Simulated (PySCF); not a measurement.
**One shape, several levels: SiAsNH6 (SMILES N[AsH][SiH3])**

Aim: a comparison of 6 runs (HF/3-21G, HF/def2-SVP, HF/6-311G**, wB97X/6-311G**, MP2/3-21G, CCSD(T)/6-311G**) of SiAsNH6. The job is set up through a Python script.

The results are computed with PySCF 2.14.0.

**1. Starting point**

SiAsNH6: 9 atoms, total charge 0, spin state singlet. As SMILES, `N[AsH][SiH3]`. The coordinates come from a PBE0-D4/def2-TZVP relaxation. This is one conformer, not always the lowest.

Bond lengths: N1–As2 1.864 Å, As2–Si3 2.365 Å, N1–H4 1.011 Å, N1–H5 1.011 Å, As2–H6 1.537 Å, Si3–H7 1.488 Å, Si3–H8 1.485 Å, Si3–H9 1.489 Å. Some angles: N1–As2–Si3 95.0°, N1–As2–H6 101.5°, Si3–As2–H6 91.9°, As2–N1–H4 110.5°, As2–N1–H5 114.1°, As2–Si3–H7 108.9°, As2–Si3–H8 109.3°, As2–Si3–H9 111.1°, H4–N1–H5 108.7°, H7–Si3–H8 109.3°.

**2. Energy and gradient at HF/3-21G (run 1)**

input.xyz

```xyz
9

N     -1.101100     0.719000    -1.145600
As     0.735100     0.438100    -0.988900
Si     0.557300    -1.064700     0.828600
H     -1.303700     1.291400    -1.954300
H     -1.525300     1.144300    -0.332300
H      1.144100     1.592600    -0.059800
H      1.889500    -1.194000     1.477900
H      0.123900    -2.393300     0.326700
H     -0.431200    -0.579700     1.830600
```

calc.py

```python
import pyscf.grad
from pyscf import gto, scf

mol = gto.Mole()
mol.atom = 'input.xyz'
mol.max_memory = 1860
mol.charge = 0
mol.verbose = 4
mol.basis = '3-21g'
mol.build()

hf = scf.RHF(mol)
hf.conv_tol = 1e-10
hf.kernel()
if not hf.converged:
    hf = hf.newton().run(hf.mo_coeff, hf.mo_occ)

e_final = hf.e_tot
print(f'total energy: {e_final:.8f} hartree')
grad = hf.Gradients().kernel()
hf.analyze()
```

Launch:

```
$ OMP_NUM_THREADS=1 python calc.py
```

Standard output:

```text
PySCF version 2.14.0

[... 85 lines left out ...]
MO #1   energy= -429.48802567366   occ= 2
[... 10 lines left out ...]
MO #12  energy= -5.8023447621801   occ= 2
[... 10 lines left out ...]
MO #23  energy= -0.703740271225799 occ= 2
[... 10 lines left out ...]
MO #34  energy= 0.200198980897015  occ= 0
[... 10 lines left out ...]
MO #45  energy= 0.650231753499457  occ= 0
[... 10 lines left out ...]
MO #56  energy= 2.58728230136716   occ= 0
[... 68 lines left out ...]
Dipole moment(X, Y, Z, Debye): -0.26498,  1.59610,  0.44934
```

It took 3.3 s on 1 thread of Intel Xeon at 2.70GHz, shared host; peak memory 0.13 GiB.

**3. Energy and gradient at HF/def2-SVP (run 2)**

input.py

```python
from pyscf import gto

mol = gto.Mole()
mol.atom = '''
N       -1.101100       0.719000      -1.145600
As       0.735100       0.438100      -0.988900
Si       0.557300      -1.064700       0.828600
H       -1.303700       1.291400      -1.954300
H       -1.525300       1.144300      -0.332300
H        1.144100       1.592600      -0.059800
H        1.889500      -1.194000       1.477900
H        0.123900      -2.393300       0.326700
H       -0.431200      -0.579700       1.830600
'''
mol.basis = 'def2-svp'
mol.verbose = 4
mol.charge = 0
mol.max_memory = 1860
mol.build()

mf = mol.RHF()
mf.conv_tol = 1e-10
mf.kernel()
if not mf.converged:
    mf = mf.newton().run(mf.mo_coeff, mf.mo_occ)

etot = mf.e_tot
print('E = %.10f Eh' % etot)
grad = mf.nuc_grad_method().kernel()
mf.analyze()
```

Launch:

```
$ OMP_NUM_THREADS=1 python input.py
```

Standard output:

```text
PySCF version 2.14.0

[... 90 lines left out ...]
MO #4   energy= -50.1432877722657  occ= 2
[... 17 lines left out ...]
MO #22  energy= -0.809130070639365 occ= 2
[... 17 lines left out ...]
MO #40  energy= 0.444147053104275  occ= 0
[... 17 lines left out ...]
MO #58  energy= 0.968120388019906  occ= 0
[... 17 lines left out ...]
MO #76  energy= 2.00338647362863   occ= 0
[... 17 lines left out ...]
MO #94  energy= 3.7356022788209    occ= 0
[... 106 lines left out ...]
Dipole moment(X, Y, Z, Debye): -0.30538,  1.30861,  0.45334
```

It took 11 s on 1 thread of Intel Xeon at 2.70GHz, shared host; peak memory 0.19 GiB.

Run 3 isn't shown in full; the table further down has it.

**4. Energy and forces at wB97X/6-311G(d,p) (run 4)**

run.py

```python
# N[AsH][SiH3]
from pyscf import gto, dft

molecule = gto.Mole()
molecule.atom = '''
N     -2.080777     1.358713    -2.164870
As     1.389138     0.827889    -1.868750
Si     1.053144    -2.011991     1.565827
H     -2.463636     2.440392    -3.693092
H     -2.882399     2.162414    -0.627956
H      2.162036     3.009578    -0.113006
H      3.570638    -2.256333     2.792826
H      0.234137    -4.522682     0.617374
H     -0.814850    -1.095474     3.459333
'''
molecule.verbose = 3
molecule.spin = 0
molecule.unit = 'bohr'
molecule.max_memory = 1860
molecule.basis = '6-311g**'
molecule.build()

mf = dft.RKS(molecule, xc='wb97x')
mf.conv_tol = 1e-10
mf.grids.level = 5
mf.kernel()
if not mf.converged:
    mf = mf.newton().run(mf.mo_coeff, mf.mo_occ)

energy = mf.e_tot
print('Final energy', energy)
grad = mf.nuc_grad_method().kernel()
mf.analyze()
```

Launch:

```
$ OMP_NUM_THREADS=1 python run.py
```

Standard output:

```text
converged SCF energy = -2583.72424741052
[... 28 lines left out ...]
MO #19  energy= -1.7402674689862   occ= 2
[... 20 lines left out ...]
MO #40  energy= 0.235287196565448  occ= 0
[... 20 lines left out ...]
MO #61  energy= 0.852844995240188  occ= 0
[... 20 lines left out ...]
MO #82  energy= 1.76729390878045   occ= 0
[... 20 lines left out ...]
MO #103 energy= 2.95695159492489   occ= 0
[... 20 lines left out ...]
MO #124 energy= 900.910710565623   occ= 0
[... 10 lines left out ...]
Dipole moment(X, Y, Z, Debye): -0.35592,  1.29992,  0.39333
```

Wall time 93 s (1 thread of Intel Xeon at 2.70GHz, shared host); peak memory 1.3 GiB.

Run 5 isn't shown in full; the table further down has it.

**5. The energy at CCSD(T)/6-311G(d,p) (run 6)**

run.py

```python
# N[AsH][SiH3]
from pyscf import gto, cc

mol = gto.M(
    atom='''
N     -2.080777     1.358713    -2.164870
As     1.389138     0.827889    -1.868750
Si     1.053144    -2.011991     1.565827
H     -2.463636     2.440392    -3.693092
H     -2.882399     2.162414    -0.627956
H      2.162036     3.009578    -0.113006
H      3.570638    -2.256333     2.792826
H      0.234137    -4.522682     0.617374
H     -0.814850    -1.095474     3.459333
''',
    unit='bohr',
    basis='6-311g**',
    max_memory=1860,
    verbose=3,
    charge=0,
    spin=0,
)

mf = mol.RHF()
mf.conv_tol = 1e-10
mf.kernel()
if not mf.converged:
    mf = mf.newton().run(mf.mo_coeff, mf.mo_occ)

mycc = cc.CCSD(mf, frozen=15)
mycc.kernel()
e_t = mycc.ccsd_t()
e_final = mycc.e_tot + e_t
print('E = %.10f Eh' % e_final)
dip = mf.dip_moment()
pop, q = mf.mulliken_pop()
```

Launch:

```
$ OMP_NUM_THREADS=1 python run.py
```

Standard output:

```text
converged SCF energy = -2581.04489874381
[... 3 lines left out ...]
Dipole moment(X, Y, Z, Debye): -0.30227,  1.25990,  0.51037
[... 134 lines left out ...]
charge of    8H =     -0.18333
```

Wall time 2.5 min (1 thread of Intel Xeon at 2.70GHz, shared host); peak memory 1.8 GiB.

**6. The series**

| run | level | integration grid | frozen core orbitals | energy (Eh) | dipole moment (D) of the reference | HOMO energy (eV) | LUMO energy (eV) | wall time |
| --- | --- | --- | --- | --- | --- | --- | --- | --- |
| 1 | HF/3-21G | – | – | -2568.426033 | 1.68 | -9.44 | 3.34 | 3.3 s |
| 2 | HF/def2-SVP | – | – | -2580.651630 | 1.42 | -9.54 | 3.32 | 11 s |
| 3 | HF/6-311G** | – | – | -2581.044899 | 1.39 | -9.54 | 2.83 | 20 s |
| 4 | wB97X/6-311G** | 5 | – | -2583.724247 | 1.40 | -9.34 | 1.78 | 93 s |
| 5 | MP2/3-21G | – | 15 | -2568.646801 | 1.68 | -9.44 | 3.34 | 6.6 s |
| 6 | CCSD(T)/6-311G** | – | 15 | -2581.651754 | 1.39 | -9.54 | 2.83 | 2.5 min |

**7. Summary of results**

```
                                           quantity           value
                                run 6: total energy  -2581.65175 Eh
        run 6: dipole moment (Hartree–Fock density)          1.39 D
         run 6: HOMO energy (Hartree–Fock orbitals)        -9.54 eV
         run 6: LUMO energy (Hartree–Fock orbitals)         2.83 eV
       run 6: HOMO–LUMO gap (Hartree–Fock orbitals)        12.37 eV
run 6: correlation energy (15 core orbitals frozen)      -606.9 mEh
                              run 6: (T) correction      -17.59 mEh
                               run 6: T1 diagnostic           0.011
```

Over runs 1, 2, 3, 4 the dipole moment (its size) runs from 1.39 D (HF/6-311G**) to 1.68 D (HF/3-21G). Over runs 1, 2, 3, 4 the HOMO–LUMO gap runs from 11.11 eV (wB97X/6-311G**) to 12.87 eV (HF/def2-SVP). The two ends differ in method and basis. All runs together took 4.7 min, the longest 2.5 min.
